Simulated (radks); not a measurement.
# H in 1s1: an all-electron calculation

What are the levels of neutral hydrogen, how large are its shells, and how does its energy divide?

The numbers are computed with radks (a radial shooting solver on a logarithmic mesh, Libxc functionals) version 1 (non-relativistic Kohn-Sham, MS2 meta-GGA, spin-polarised, spherical densities, point nucleus; open shells are filled with parallel spins first), except any that are marked as measured or tabulated.

### 1 The atom as given

- element: hydrogen (Z = 1)
- charge: 0
- electrons: 1
- configuration: 1s1

Outer shells as boxes (Hund's rule):

H
```
1s [↑ ]
```

### 2 Self-consistent calculation

Input:

```text
Z 1
configuration 1s1 2s0 2p0
relativity non-relativistic
functional ms2,regtpss
spin polarised
nucleus point
```

What does the calculation give?

As calculated:

| quantity | value |
| --- | --- |
| total energy | -0.50674 hartree |
| exchange-correlation share of it | 62.67 % |
| −T/E | 0.9877 |
| highest occupied level | 1s up, -8.061 eV |
| most extended occupied level | 1s up, <r> = 1.52 bohr |
| radius at density 0.001 e/bohr³ | 2.89 bohr |
| maxima of the radial density | 1 |
| ionisation energy, NIST | 13.598 (theory) eV |

The radial density shows 1 maxima for 1 occupied principal shells. Minus the highest eigenvalue, 8.061 eV, is 59 % of the tabulated ionisation energy (13.598 eV); the potential of a semilocal functional falls off too fast, so its top eigenvalue is too shallow. 
